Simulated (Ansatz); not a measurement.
**CH6FGaGe: basis-set convergence**

One table from this session's results is given with a row withheld; the runs are named, their logs left out.

The runs use Ansatz 0.2.0, Gaussian basis; one geometry, several basis sets.

The runs, in order: PBE0-D4/def2-SVP; ωB97M-V/def2-SVP; PBE0-D4/def2-QZVPP; ωB97M-V/def2-QZVPP; the functionals' def2-TZVPP values are taken from earlier runs.

### The geometry

An earlier PBE0-D4 in a triple-zeta def2 set relaxation fixed the geometry.

SMILES `[F][GeH2][CH2][GaH2]`, 10 atoms, charge 0, spin multiplicity 1.

Atoms are counted from 1 here; the program's logs count them from 0.

Bond lengths: F1–Ge2 1.822 Å, Ge2–C3 1.909 Å, Ge2–H5 1.534 Å, Ge2–H6 1.534 Å, C3–Ga4 2.026 Å, C3–H7 1.090 Å, C3–H8 1.090 Å, Ga4–H9 1.567 Å, Ga4–H10 1.567 Å. Angles: F1–Ge2–C3 94.5°, F1–Ge2–H5 102.9°, F1–Ge2–H6 102.9°, C3–Ge2–H5 119.3°, C3–Ge2–H6 119.3°, H5–Ge2–H6 112.5°, Ge2–C3–Ga4 95.3°, Ge2–C3–H7 112.3°, Ge2–C3–H8 112.2°, Ga4–C3–H7 113.1°, Ga4–C3–H8 113.0°, H7–C3–H8 110.3°, C3–Ga4–H9 117.5°, C3–Ga4–H10 117.4°, H9–Ga4–H10 123.6°.

The first run:

in.yaml reads:

```yaml
crystal:
  periodic: [false, false, false]
  atoms:
    - {symbol: F, position_ang: [-1.336867, 0.320633, 0.974456]}
    - {symbol: Ge, position_ang: [-0.600736, 1.162310, -0.464159]}
    - {symbol: C, position_ang: [0.808815, -0.108427, -0.674705]}
    - {symbol: Ga, position_ang: [0.251457, -1.266548, 0.890964]}
    - {symbol: H, position_ang: [-1.752832, 1.181523, -1.476581]}
    - {symbol: H, position_ang: [-0.276526, 2.557591, 0.084220]}
    - {symbol: H, position_ang: [1.792642, 0.341243, -0.543893]}
    - {symbol: H, position_ang: [0.755576, -0.628842, -1.630508]}
    - {symbol: H, position_ang: [-0.616497, -2.533663, 0.580148]}
    - {symbol: H, position_ang: [0.974958, -1.025829, 2.260057]}
basis:
  gaussian: {orbitals: def2-SVP}
hamiltonian: {xc: pbe0, dispersion: d4}
output: {orbitals: {seedname: orbitals}}
```

Command:

```bash
$ ansatz run in.yaml --threads 4 --pin off --events-out ev --progress --plain --max-ram 10444MiB
```

Among the steps run: PBE0-D4 in def2-SVP; ωB97M-V in def2-SVP; PBE0-D4 in def2-QZVPP; ωB97M-V in def2-QZVPP.

One of the session's tables, all rows but one given; the rest of the session is left out.

It belongs to the step «Functionals by basis». 

```
functional       basis  HOMO (eV)
   PBE0-D4    def2-SVP      -7.77
   PBE0-D4  def2-TZVPP      -7.79
   PBE0-D4  def2-QZVPP      -7.79
   ωB97M-V    def2-SVP      -9.90
   ωB97M-V  def2-TZVPP      -9.93
   ωB97M-V  def2-QZVPP          ?
```

Estimate the missing values for ωB97M-V, def2-QZVPP.

The run gave: HOMO (eV): -9.94. In the column «HOMO (eV)» it is the lowest.
